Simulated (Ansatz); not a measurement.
# C18Se: the cost of one run

Program: Ansatz 0.2.0. Level of theory: DFT PBEsol, plane waves, PAW, scalar-relativistic, no spin polarisation. These are calculated values, not measurements.

**1. The system as given**

The cell holds 19 atoms (C18Se): a = 7.398 Å, b = 7.398 Å, c = 11.000 Å, α = 90.00°, β = 90.00°, γ = 120.00°.

Structure file:

```cif
data_structure
_symmetry_space_group_name_H-M 'P 1'
_symmetry_Int_Tables_number 1
_cell_length_a 7.3980
_cell_length_b 7.3980
_cell_length_c 11.0000
_cell_angle_alpha 90.000
_cell_angle_beta 90.000
_cell_angle_gamma 120.000
_cell_volume 521.38
loop_
_atom_site_label
_atom_site_type_symbol
_atom_site_fract_x
_atom_site_fract_y
_atom_site_fract_z
_atom_site_occupancy
C1 C 0.00000 0.00000 0.09091 1
C2 C 0.22222 0.11111 0.09091 1
C3 C 0.00000 0.33333 0.09091 1
C4 C 0.22222 0.44444 0.09091 1
C5 C 0.00000 0.66667 0.09091 1
C6 C 0.22222 0.77778 0.09091 1
C7 C 0.33333 0.00000 0.09091 1
C8 C 0.55556 0.11111 0.09091 1
C9 C 0.33333 0.33333 0.09091 1
C10 C 0.55556 0.44444 0.09091 1
C11 C 0.33333 0.66667 0.09091 1
C12 C 0.55556 0.77778 0.09091 1
C13 C 0.66667 0.00000 0.09091 1
C14 C 0.88889 0.11111 0.09091 1
C15 C 0.66667 0.33333 0.09091 1
C16 C 0.88889 0.44444 0.09091 1
C17 C 0.66667 0.66667 0.09091 1
C18 C 0.88889 0.77778 0.09091 1
Se1 Se 0.88164 0.42674 0.27273 1
```

**2. Relaxing end A**

input.yaml

```yaml
crystal:
  lattice:
    - [7.398, 0.0, 0.0]
    - [-3.699, 6.406856, 0.0]
    - [0.0, 0.0, 11.0]
  atoms:
    - { symbol: C, position: [0.0, 0.0, 0.0909091] }
    - { symbol: C, position: [0.2222222, 0.1111111, 0.0909091] }
    - { symbol: C, position: [0.0, 0.3333333, 0.0909091] }
    - { symbol: C, position: [0.2222222, 0.4444444, 0.0909091] }
    - { symbol: C, position: [0.0, 0.6666667, 0.0909091] }
    - { symbol: C, position: [0.2222222, 0.7777778, 0.0909091] }
    - { symbol: C, position: [0.3333333, 0.0, 0.0909091] }
    - { symbol: C, position: [0.5555556, 0.1111111, 0.0909091] }
    - { symbol: C, position: [0.3333333, 0.3333333, 0.0909091] }
    - { symbol: C, position: [0.5555556, 0.4444444, 0.0909091] }
    - { symbol: C, position: [0.3333333, 0.6666667, 0.0909091] }
    - { symbol: C, position: [0.5555556, 0.7777778, 0.0909091] }
    - { symbol: C, position: [0.6666667, 0.0, 0.0909091] }
    - { symbol: C, position: [0.8888889, 0.1111111, 0.0909091] }
    - { symbol: C, position: [0.6666667, 0.3333333, 0.0909091] }
    - { symbol: C, position: [0.8888889, 0.4444444, 0.0909091] }
    - { symbol: C, position: [0.6666667, 0.6666667, 0.0909091] }
    - { symbol: C, position: [0.8888889, 0.7777778, 0.0909091] }
    - { symbol: Se, position: [0.8816416, 0.4267385, 0.2727273] }
basis:
  ecutwfc: 420.0
kpoints:
  mp_grid: { grid: [2, 2, 1] }
hamiltonian:
  xc: pbesol
scf:
  occupations: { method: fermi_dirac, width: 0.05 }
  lower_state_search: "off"
relax:
  f_tol: 0.03
  max_steps: 60
  adjacent_minimum: "off"
```

Started as:

```
> ansatz run input.yaml --threads 1 --pin off --max-ram 3072MiB --backend cpu --events-out ev --progress --plain --runs-dir out
```

Q: Estimate wall time and peak memory on 1 thread of an Arm CPU, shared host.

About 62 s, with a peak of 0.64 GiB.
